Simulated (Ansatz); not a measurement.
# U-wB97M-V/STO-3G run of AlHClO (SMILES [O][AlH][Cl])

Aim: the electronic atomisation energy of AlHClO at U-wB97M-V/STO-3G, from 5 runs. 

The calculation is run with Ansatz 0.2.0.

60 further runs of the same task are left out: 7 that didn't finish, 53 set aside as unsound or not needed.

### 1 The system as given

AlHClO: 4 atoms, total charge 0, spin state doublet. SMILES: `[O][AlH][Cl]`. Geometry: relaxed at PBE0-D4/def2-TZVP.

Bond lengths: O1–Al2 1.729 Å, Al2–Cl3 2.081 Å, Al2–H4 1.566 Å. Angles: O1–Al2–Cl3 116.2°, O1–Al2–H4 118.8°, Cl3–Al2–H4 125.0°.

### 2 The energy at U-wB97M-V/STO-3G

The input, in.yaml:

```yaml
crystal:
  periodic: [false, false, false]
  atoms:
    - {symbol: O, position_ang: [0.290600, -1.035900, 1.350600]}
    - {symbol: Al, position_ang: [0.118400, 0.049000, 0.015600]}
    - {symbol: Cl, position_ang: [-1.573200, -0.210600, -1.168800]}
    - {symbol: H, position_ang: [1.219700, 1.137300, -0.217800]}
basis:
  gaussian: {orbitals: STO-3G}
magnetization: {spin_polarized: true, initial_magnetization: 1}
hamiltonian: {xc: {name: wB97M-V}}
accuracy: high
```

Launch:

```sh
$ ansatz run in.yaml --threads 1 --pin off --max-ram 2610MiB --events-out events.jsonl --progress --plain --runs-dir runs
```

Log:

```text
Warning: RAYON_NUM_THREADS=1 ignored (pool sized by the plan → 1); use --threads N
Functional definition: wB97M-V
  name "wB97M-V"
  parameter omega = 0.3/bohr
  parameter cx = 0.15
  parameter cx01 = 1.007
  parameter cx10 = 0.259
  parameter css00 = 0.443
  parameter css04 = -1.437
  parameter css10 = -4.535
  parameter css20 = -3.390
  parameter css43 = 4.278
  parameter cos00 = 1.000
  parameter cos10 = 1.358
  parameter cos20 = 2.924
  parameter cos21 = -8.812
  parameter cos60 = -1.390
  parameter cos61 = 9.142
  parameter b = 6.0
  parameter c = 0.01
  gx(w, u) = 1 - cx + cx01*u + cx10*w
  gss(w, u) = css00 + css04*u^4 + css10*w + css20*w^2 + css43*w^4*u^3
  gos(w, u) = cos00 + cos10*w + (cos20 + cos21*u)*w^2 + (cos60 + cos61*u)*w^6
  exchange = spin_sum(e_x_unif_sr(omega)*gx(b97_w, b97_u_x)) + cx*exact_x_sr(omega) + exact_x_lr(omega)
  correlation = spin_sum(e_c_pw_mod_same_spin*gss(b97_w, b97_u_same))
      + integral(e_c_pw_mod_opposite_spin*gos(b97_w_opposite, b97_u_opposite)) + vv10(b, c)
432 factors; integrals over basis functions are off by at most 2.4e-8 eV
154 factors; integrals over basis functions are off by at most 9.3e-10 eV
mean field evaluation 1: about -20938.5702 eV, gradient 1.8e1 eV
mean field evaluation 2: about -20940.3915 eV, gradient 1.3e1 eV
mean field evaluation 4: about -20941.5552 eV, gradient 5.3e-1 eV
mean field evaluation 8: about -20941.5506 eV, gradient 6.0e-2 eV
mean field evaluation 16: about -20941.5510 eV, gradient 8.0e-4 eV
mean field evaluation 32: about -20941.3070 eV, gradient 1.0e0 eV
mean field -20941.55096081 eV, -769.5878031167 hartree, gradient 7.7e-8 eV, S^2 0.754162; 2 other end points of the search recorded, 0 dependent functions left out
reference -20941.55096283 eV, -769.5878031911 hartree; 20, 19 occupied and 4, 5 virtual orbitals, 432 factors
Total energy: -20941.55096283 eV, -769.5878031911 hartree
```

Wall time 37 s (1 thread of Arm Neoverse V1, shared host); peak memory 0.54 GiB.

### 3 The Al atom, same level

The input, in.yaml:

```yaml
basis:
  gaussian:
    orbitals: STO-3G
crystal:
  periodic: [false, false, false]
  atoms:
    - {symbol: Al, position_ang: [0.000000, 0.000000, 0.000000]}
magnetization:
  spin_polarized: true
  initial_magnetization: 1
hamiltonian:
  xc: {name: wB97M-V}
accuracy: high
```

Run the same way, it converges to -239.34738 Eh (log not shown).

### 4 The Cl atom

The input, run.yaml:

```yaml
crystal:
  periodic: [false, false, false]
  atoms:
    - {symbol: Cl, position_ang: [0.000000, 0.000000, 0.000000]}
basis:
  gaussian:
    orbitals: STO-3G
magnetization:
  spin_polarized: true
  initial_magnetization: 1
hamiltonian:
  xc: {name: wB97M-V}
accuracy: high
```

Run the same way, it converges to -455.16968 Eh (log not shown).

### 5 The H atom, same level

The input, in.yaml:

```yaml
crystal:
  periodic: [false, false, false]
  atoms:
    - {symbol: H, position_ang: [0.000000, 0.000000, 0.000000]}
basis:
  gaussian: {orbitals: STO-3G}
magnetization: {spin_polarized: true, initial_magnetization: 1}
hamiltonian: {xc: {name: wB97M-V}}
accuracy: high
```

Run the same way, it converges to -0.45654 Eh (log not shown).

### 6 The O atom at the same level

The input, job.yaml:

```yaml
crystal:
  periodic: [false, false, false]
  atoms:
    - {symbol: O, position_ang: [0.000000, 0.000000, 0.000000]}
basis:
  gaussian:
    orbitals: STO-3G
magnetization:
  spin_polarized: true
  initial_magnetization: 2
hamiltonian:
  xc: {name: wB97M-V}
accuracy: high
```

Run the same way, it converges to -74.04146 Eh (log not shown).

### 7 What came out

Level: U-wB97M-V/STO-3G.

| quantity | value |
| --- | --- |
| molecule: total energy | -769.58780 Eh |
| molecule: ⟨S²⟩ | 0.754 |
| Al atom: total energy | -239.34738 Eh |
| Al atom: ⟨S²⟩ | 0.750 |
| Cl atom: total energy | -455.16968 Eh |
| Cl atom: ⟨S²⟩ | 0.750 |
| H atom: total energy | -0.45654 Eh |
| H atom: ⟨S²⟩ | 0.750 |
| O atom: total energy | -74.04146 Eh |
| O atom: ⟨S²⟩ | 2.000 |
| electronic atomisation energy | 15.585 eV |

What this shows: Taking the molecule apart into free atoms costs 15.59 eV (1504 kJ/mol), before zero-point energy and without spin-orbit coupling. In a minimal basis such a difference can be off by several eV, whatever the method.
